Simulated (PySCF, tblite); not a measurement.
# C₄H₈F₈Si₄: electronic excitations, NMR shifts

Wanted: electronic excitations, NMR shifts for C₄H₈F₈Si₄ (`F[Si]1(F)C[Si](F)(F)C[Si](F)(F)C[Si](F)(F)C1`).

Computed with tblite 0.8.0 and PySCF 2.14.0 and routines of our own; the level stands in each step. Atoms count from 0.

## (1) The starting structure

24 atoms, charge 0, multiplicity 1; geometry from: force field, distance geometry or constructed start.

## (2) Relaxing the molecule with GFN2-xTB

The job: settings as JSON, then the geometry in Å.

```
{"job": {"kind": "relax", "xc": "GFN2-xTB", "basis": "xTB"}, "charge": 0, "multiplicity": 1}
F     -1.798000    -0.287300     1.694400
Si    -2.098900    -0.388900     0.119400
F     -3.625800    -0.841200    -0.040900
C     -1.091600    -1.701400    -0.655500
Si     0.476700    -2.014400     0.267400
F      0.281500    -1.832400     1.835400
F      0.827000    -3.558800    -0.007500
C      1.936000    -1.064800    -0.317100
Si     2.134600     0.493700     0.612800
F      3.241500     1.350100    -0.171000
F      2.757000     0.129800     2.043700
C      0.723800     1.633000     0.926000
Si    -0.254700     1.836500    -0.599800
F     -0.212600     3.378600    -1.036400
F      0.383200     0.978700    -1.798600
C     -2.012000     1.322900    -0.529000
H     -1.671300    -2.633500    -0.646700
H     -0.891100    -1.490100    -1.704400
H      2.835100    -1.671200    -0.179000
H      1.869200    -0.887100    -1.393800
H      1.112600     2.611000     1.250800
H      0.117300     1.277200     1.760800
H     -2.456000     1.374300    -1.526000
H     -2.590800     1.997200     0.099600
```

Command:

```console
OMP_NUM_THREADS=1 python large_run.py task.json out
```

This one command runs all jobs of the session in turn.

The log of the run:

```text
step      E/eV     max force
  0   -1575.68223    1.527
  1   -1575.80326    0.664
  2   -1575.87166    0.571
  3   -1575.97262    0.634
  4   -1576.02142    0.529
  5   -1576.06882    0.404
  6   -1576.11634    0.459
  7   -1576.15294    0.337
  8   -1576.17080    0.206
  9   -1576.17731    0.138
 10   -1576.18245    0.144
 11   -1576.18877    0.199
 12   -1576.19283    0.168
 13   -1576.19480    0.094
 14   -1576.19559    0.073
 15   -1576.19893    0.072
 16   -1576.19963    0.063
 17   -1576.20089    0.065
 18   -1576.20193    0.066
 19   -1576.20371    0.096
 20   -1576.20529    0.099
 21   -1576.20652    0.060
 22   -1576.20731    0.063
 23   -1576.20797    0.050
 24   -1576.20856    0.051
 25   -1576.20903    0.046
 26   -1576.20938    0.033
 27   -1576.20970    0.035
 28   -1576.21000    0.042
 29   -1576.21020    0.029
 30   -1576.21030    0.017
```

Wall time 0.99 s (1 thread of Arm Neoverse N1, shared host); peak memory 0.18 GiB.

Relaxation path:

```tsv
step	energy from step 0 (eV)	largest force (eV/Å)
0	0.0000	1.5273
1	-0.1210	0.6645
2	-0.1894	0.5713
3	-0.2904	0.6335
4	-0.3392	0.5294
5	-0.3866	0.4039
6	-0.4341	0.4590
7	-0.4707	0.3364
8	-0.4886	0.2065
9	-0.4951	0.1378
11	-0.5065	0.1999
12	-0.5106	0.1679
14	-0.5134	0.0724
16	-0.5174	0.0628
17	-0.5187	0.0644
19	-0.5215	0.0962
21	-0.5243	0.0595
22	-0.5251	0.0632
24	-0.5263	0.0517
26	-0.5272	0.0333
27	-0.5275	0.0352
28	-0.5278	0.0422
29	-0.5280	0.0297
30	-0.5281	0.0173
```

Distances of close pairs at the start and the end, largest changes first:

```tsv
bond	before (Å)	after (Å)	change (Å)
C7–Si8	1.826	1.886	+0.061
C11–Si12	1.824	1.884	+0.060
Si1–C3	1.827	1.886	+0.059
Si1–C15	1.833	1.887	+0.054
Si12–C15	1.832	1.885	+0.053
Si8–C11	1.840	1.889	+0.049
Si4–C7	1.837	1.885	+0.049
C3–Si4	1.846	1.891	+0.045
```

The final coordinates are the input of the step that follows.

## (3) Electronic excitations: TDA B3LYP/def2-SVP

The job: settings as JSON, then the geometry in Å.

```
{"job": {"kind": "uv", "basis": "def2-SVP", "grid": 1, "kgrid": 0, "vcut": 1.5, "nstates": 6, "ntriplets": 2, "tda": true, "delta": [], "pop": true, "xc": "B3LYP"}, "charge": 0, "multiplicity": 1}
F     -2.013753    -0.308078     1.714485
Si    -2.241751    -0.415315     0.129085
F     -3.776342    -0.888144     0.074474
C     -1.145320    -1.736924    -0.649728
Si     0.492619    -2.085684     0.229229
F      0.310468    -2.013630     1.818931
F      0.820881    -3.650202     0.048577
C      1.991423    -1.069225    -0.295363
Si     2.274038     0.532605     0.659950
F      3.446979     1.372121    -0.047099
F      2.955037     0.226351     2.079265
C      0.768331     1.647516     0.902154
Si    -0.273673     1.914337    -0.645096
F     -0.181149     3.436131    -1.146308
F      0.362257     1.151006    -1.916486
C     -2.064905     1.335524    -0.550916
H     -1.705304    -2.672181    -0.676984
H     -0.946507    -1.477263    -1.687929
H      2.876711    -1.695652    -0.181216
H      1.923746    -0.830564    -1.354667
H      1.114793     2.612780     1.272187
H      0.151996     1.221878     1.692110
H     -2.505751     1.395240    -1.544498
H     -2.641864     2.009231     0.080376
```

With the program's defaults for keys left out, this is: TDA B3LYP/def2-SVP, vertical, gas phase, core orbitals frozen in the response, virtual orbitals cut by energy.

The log of the run:

```text
start: PBE on a coarse grid of 23364 points
cycle   1  E = -2111.0355764113  dE =  1.766e+00  |g| = 1.661e+00  |ddm| = 5.453e+00
cycle   2  E = -2109.8141728797  dE =  1.221e+00  |g| = 3.177e+00  |ddm| = 4.655e+00
cycle   3  E = -2111.5087907284  dE = -1.695e+00  |g| = 4.017e-01  |ddm| = 3.256e+00
cycle   4  E = -2111.5482801940  dE = -3.949e-02  |g| = 8.024e-02  |ddm| = 4.573e-01
cycle   5  E = -2111.5497404657  dE = -1.460e-03  |g| = 1.371e-02  |ddm| = 6.608e-02
cycle   6  E = -2111.5497734028  dE = -3.294e-05  |g| = 6.453e-03  |ddm| = 1.598e-02
final grid: 100897 points
cycle   7  E = -2113.5116357326  dE = -4.448e-03  |g| = 1.670e-01  |ddm| = 4.043e-01
cycle   8  E = -2113.5049606968  dE =  6.675e-03  |g| = 2.627e-01  |ddm| = 3.524e-01
cycle   9  E = -2113.5164073813  dE = -1.145e-02  |g| = 1.174e-02  |ddm| = 2.116e-01
cycle  10  E = -2113.5164404591  dE = -3.308e-05  |g| = 2.740e-03  |ddm| = 1.424e-02
cycle  11  E = -2113.5164405835  dE = -1.243e-07  |g| = 7.442e-04  |ddm| = 3.153e-03
cycle  12  E = -2113.5164426118  dE = -2.028e-06  |g| = 2.278e-04  |ddm| = 8.800e-04
cycle  13  E = -2113.5164420647  dE =  5.471e-07  |g| = 7.799e-05  |ddm| = 2.379e-04
converged SCF energy = -2113.5164420647

Static polarisability (au): isotropic 105.879, principal 89.086 111.366 117.185

Singlet excitations
state   eV       nm        f      main configurations
  1   7.5409    164.4   0.00232   H->L 0.98
  2   8.0100    154.8   0.00319   H-1->L 0.96
  3   8.1876    151.4   0.00865   H-2->L 0.93
  4   8.3774    148.0   0.00744   H->L+1 0.91
  5   8.5672    144.7   0.06337   H->L+2 0.86
  6   8.5805    144.5   0.00079   H-3->L 0.85

Triplet excitations (Tamm-Dancoff, eV): 7.2426 7.6619
```

Run time: 49 s. Hardware: 1 thread of Arm Neoverse N1, shared host; peak memory 0.58 GiB.

Frontier orbitals and where they lie:

```tsv
orbital	eV	atoms
HOMO−4	-10.88	F6 13 %, C3 10 %, C15 8 %
HOMO−3	-10.11	C7 16 %, C11 13 %, C3 13 %
HOMO−2	-9.61	C15 20 %, C7 16 %, Si1 8 %
HOMO−1	-9.48	C11 20 %, C3 15 %, C15 10 %
HOMO	-9.00	C7 16 %, C15 13 %, C3 13 %
LUMO	-0.52	Si12 23 %, Si1 22 %, Si4 18 %
LUMO+1	0.29	Si12 14 %, Si8 11 %, Si1 8 %
LUMO+2	0.51	Si8 28 %, Si12 16 %, Si4 14 %
LUMO+3	0.98	Si1 23 %, Si4 14 %, Si12 12 %
```

With each of the 6 states as a Gaussian band of 0.4 eV half-width at 1/e, the curve within the window shown has maxima at 146 nm (ε 3,000) L/(mol cm). Beyond the last state computed it falls off for lack of states. The curve at chosen wavelengths:

nm, ε (L/mol/cm) and a bar:
```
      140       1488 ###############
      142       2259 ######################
      143       2590 ##########################
      145       2990 ##############################
      146       3027 ##############################
      148       2793 ############################
      149       2562 #########################
      151       1995 ####################
      152       1706 #################
      154       1189 ############
      156        796 ########
      157        646 ######
      159        428 ####
      160        351 ###
      162        245 ##
      163        208 ##
      165        155 #
      167        118 #
      168        103 #
      170         77 #
      171         65 #
      173         45 
      174         36 
      176         23 
      177         18 
      179         10
```

Further results of this job:

```tsv
property	computed
dipole moment (D)	2.80
polarisability (Å³)	15.69
HOMO–LUMO gap (eV)	8.48
−ε(HOMO) (eV)	9.00
```

## (4) NMR shifts: GIAO KT3/pcSseg-1

The job, as its differences from that of step 3:

```diff
@@ -1,2 +1,2 @@
-{"job": {"kind": "uv", "basis": "def2-SVP", "grid": 1, "kgrid": 0, "vcut": 1.5, "nstates": 6, "ntriplets": 2, "tda": true, "delta": [], "pop": true, "xc": "B3LYP"}, "charge": 0, "multiplicity": 1}
+{"job": {"kind": "nmr", "xc": "KT3", "basis": "pcSseg-1", "pop": false}, "charge": 0, "multiplicity": 1}
 F     -2.013753    -0.308078     1.714485
```

Level: GIAO KT3/pcSseg-1 NMR shielding, non-relativistic, gas phase.

The log of the run:

```text
start: PBE on a coarse grid of 23364 points
cycle   1  E = -2112.2604458383  dE =  1.775e+00  |g| = 1.684e+00  |ddm| = 4.971e+00
cycle   2  E = -2111.1386033706  dE =  1.122e+00  |g| = 3.189e+00  |ddm| = 3.638e+00
cycle   3  E = -2112.7111450625  dE = -1.573e+00  |g| = 3.969e-01  |ddm| = 2.583e+00
cycle   4  E = -2112.7471049103  dE = -3.596e-02  |g| = 7.023e-02  |ddm| = 3.638e-01
cycle   5  E = -2112.7481380560  dE = -1.033e-03  |g| = 1.358e-02  |ddm| = 4.799e-02
cycle   6  E = -2112.7481616849  dE = -2.363e-05  |g| = 7.417e-03  |ddm| = 1.276e-02
final grid: 209048 points
cycle   7  E = -2135.4874163084  dE = -2.811e-02  |g| = 5.288e-01  |ddm| = 6.508e-01
cycle   8  E = -2135.4001834615  dE =  8.723e-02  |g| = 8.939e-01  |ddm| = 9.384e-01
cycle   9  E = -2135.5204429100  dE = -1.203e-01  |g| = 1.084e-01  |ddm| = 7.020e-01
cycle  10  E = -2135.5222694309  dE = -1.827e-03  |g| = 2.046e-02  |ddm| = 9.884e-02
cycle  11  E = -2135.5223770585  dE = -1.076e-04  |g| = 3.027e-03  |ddm| = 2.008e-02
cycle  12  E = -2135.5223760346  dE =  1.024e-06  |g| = 2.163e-03  |ddm| = 3.835e-03
cycle  13  E = -2135.5223798085  dE = -3.774e-06  |g| = 3.755e-04  |ddm| = 1.613e-03
cycle  14  E = -2135.5223754319  dE =  4.377e-06  |g| = 1.064e-04  |ddm| = 4.077e-04
cycle  15  E = -2135.5223756919  dE = -2.599e-07  |g| = 2.084e-05  |ddm| = 1.034e-04
converged SCF energy = -2135.5223756919

GIAO shielding tensors (ppm)
atom      isotropic    diamagn.    paramagn.     s11        s22        s33       span
  0 F      301.776     475.081    -173.305    242.103    327.188    336.035     93.932
  1 Si     362.345     882.685    -520.340    323.691    356.477    406.867     83.176
  2 F      296.686     466.805    -170.119    233.156    306.341    350.560    117.404
  3 C      177.580     269.121     -91.541    159.190    183.053    190.497     31.307
  4 Si     362.519     882.895    -520.376    325.373    356.546    405.640     80.267
  5 F      301.059     473.132    -172.073    235.934    326.340    340.902    104.967
  6 F      292.868     467.343    -174.475    233.675    298.523    346.404    112.729
  7 C      176.930     268.593     -91.662    162.328    181.784    186.679     24.351
  8 Si     368.419     880.943    -512.524    333.034    363.827    408.395     75.361
  9 F      302.084     467.938    -165.853    236.876    317.227    352.149    115.273
 10 F      301.128     468.561    -167.434    235.579    316.364    351.440    115.861
 11 C      178.798     271.626     -92.828    164.874    180.396    191.123     26.248
 12 Si     359.526     884.404    -524.879    318.484    351.312    408.781     90.297
 13 F      297.039     467.541    -170.502    228.410    313.673    349.035    120.626
 14 F      299.037     479.291    -180.254    239.038    321.515    336.560     97.522
 15 C      175.609     266.499     -90.890    159.299    182.896    184.633     25.334
 16 H       30.897      30.116       0.781     25.188     29.124     38.380     13.191
 17 H       31.329      37.684      -6.355     28.591     29.832     35.564      6.972
 18 H       30.922      29.159       1.763     25.636     28.838     38.293     12.656
 19 H       31.048      37.225      -6.177     28.118     29.460     35.565      7.447
 20 H       30.940      30.677       0.263     25.877     28.538     38.404     12.527
 21 H       31.048      39.750      -8.702     27.607     29.596     35.942      8.335
 22 H       31.218      31.522      -0.304     26.796     28.819     38.039     11.242
 23 H       31.143      30.824       0.319     26.670     28.778     37.980     11.310
```

Wall time 42 s (1 thread of Arm Neoverse N1, shared host); peak memory 0.59 GiB.

The references, computed at this level on geometries of the same kind, shield at (ppm): ¹H TMS 31.76, ¹³C TMS 184.7, ²⁹Si TMS 361.7, ¹⁹F CFCl3 142.4. Their shielding less the atom's gives the shift. The references are single molecules in the gas phase, so shifts against H2O, NH3, PH3, H3PO4 or CFCl3 are not on the usual liquid scales and can be off by tens of ppm. Atoms listed in one row are averaged.

```tsv
atoms	environment	σ (ppm)	δ (ppm)
C3, C7, C11, C15	sp3 CH2 bonded to 2 Si	177.2	7.5
H16, H17, H18, H19, H20 and 3 more	hydrogen on an sp3 CH2 bonded to 2 Si	31.07	0.69
F0, F2, F5, F6, F9 and 3 more	fluorine bonded to Si	299.0	-156.6
Si1, Si4, Si8, Si12	silicon bonded to 2 C, 2 F, in a 8-membered ring	363.2	-1.5
```

Ring of atoms Si1, C3, Si4, C7, Si8, C11, Si12, C15: NICS(0) -1.9, NICS(1) -2.1, NICS(1)zz 2.2 ppm (means of both faces).

## (5) Outcome

| quantity | value |
| --- | --- |
| lowest singlet (B3LYP/def2-SVP) | 7.54 eV (164 nm), f = 0.002 |
| brightest single state of those computed | state 5, 8.57 eV, f = 0.063 |
| lowest triplet | 7.24 eV |
| ¹³C shifts against TMS (KT3/pcSseg-1, means over atoms taken as alike) | 7.5 ppm |
| ¹H shifts against TMS (KT3/pcSseg-1, means over atoms taken as alike) | 0.69 ppm |
| ¹⁹F shifts against CFCl3 (KT3/pcSseg-1, means over atoms taken as alike) | -156.6 ppm |
| ²⁹Si shifts against TMS (KT3/pcSseg-1, means over atoms taken as alike) | -1.5 ppm |

In words: The lowest singlet, at 7.54 eV, is HOMO→LUMO 0.98 and is weak; of the 6 states computed, the strongest absorption comes from state 5 at 8.57 eV. The lowest triplet lies 0.30 eV below the lowest singlet. The basis of B3LYP/def2-SVP has no diffuse functions, so Rydberg states are missing and the high states are unreliable. At KT3/pcSseg-1: The widest tensor belongs to F0, F2, F5, F6, F9 and 3 more: span 110 ppm, with a paramagnetic part of -172 ppm.
